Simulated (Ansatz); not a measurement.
HfMg3:

```
CELL_PARAMETERS angstrom
6.30997 0.00000 0.00000
-3.15499 5.46460 0.00000
0.00000 0.00000 5.03102
ATOMIC_POSITIONS crystal
Hf 0.66667 0.33333 0.25000
Hf 0.33333 0.66667 0.75000
Mg 0.66433 0.83216 0.25000
Mg 0.16784 0.83216 0.25000
Mg 0.16784 0.33567 0.25000
Mg 0.83216 0.66433 0.75000
Mg 0.83216 0.16784 0.75000
Mg 0.33567 0.16784 0.75000
```

The cell comes from a database or a generator and needn't be the stable form of this composition.

| Quantity | Value |
| --- | --- |
| Program | Ansatz 0.2.0 |
| Task | single point |
| Functional | PBE |
| Potentials or basis | Ansatz PAW |
| Cutoff | 420 eV (not typed: the program's choice for these potentials) |
| k mesh | 5 × 5 × 5 |
| Occupations | fermi-dirac, width 0.05 eV |
| Spin | no spin polarisation |

On this cell: pressure 0.1 GPa; largest force 0.005 eV/Å; band gap on the k mesh none (metal or under the smearing width).

The same run follows on a disturbed copy (atoms moved at random, drawn with an rms of 0.05 Å):

```
CELL_PARAMETERS angstrom
6.30997 0.00000 0.00000
-3.15499 5.46460 0.00000
0.00000 0.00000 5.03102
ATOMIC_POSITIONS crystal
Hf 0.66438 0.34282 0.24160
Hf 0.33552 0.66713 0.74799
Mg 0.66442 0.82970 0.25117
Mg 0.17731 0.82763 0.25889
Mg 0.17263 0.34231 0.26272
Mg 0.84078 0.67274 0.74897
Mg 0.83717 0.16944 0.75631
Mg 0.33981 0.17541 0.76416
```

Task: What does the disturbed cell give?

Result: The energy (extrapolated to zero smearing) moves by +9.3 meV/atom; pressure 0.4 GPa; largest force 0.658 eV/Å; band gap on the k mesh none (metal or under the smearing width).

Forces in eV/Å, atoms in the order of the input:
```
Hf   0.387 -0.199  0.494
Hf   0.151  0.077  0.372
Mg   0.018  0.268 -0.026
Mg  -0.279  0.232 -0.177
Mg  -0.111 -0.217 -0.208
Mg  -0.028 -0.068 -0.017
Mg  -0.170  0.057 -0.129
Mg   0.031 -0.151 -0.308
```

Stress tensor (GPa, compression positive):
```
0.35 0.06 0.20
0.06 0.37 0.23
0.20 0.23 0.37
```
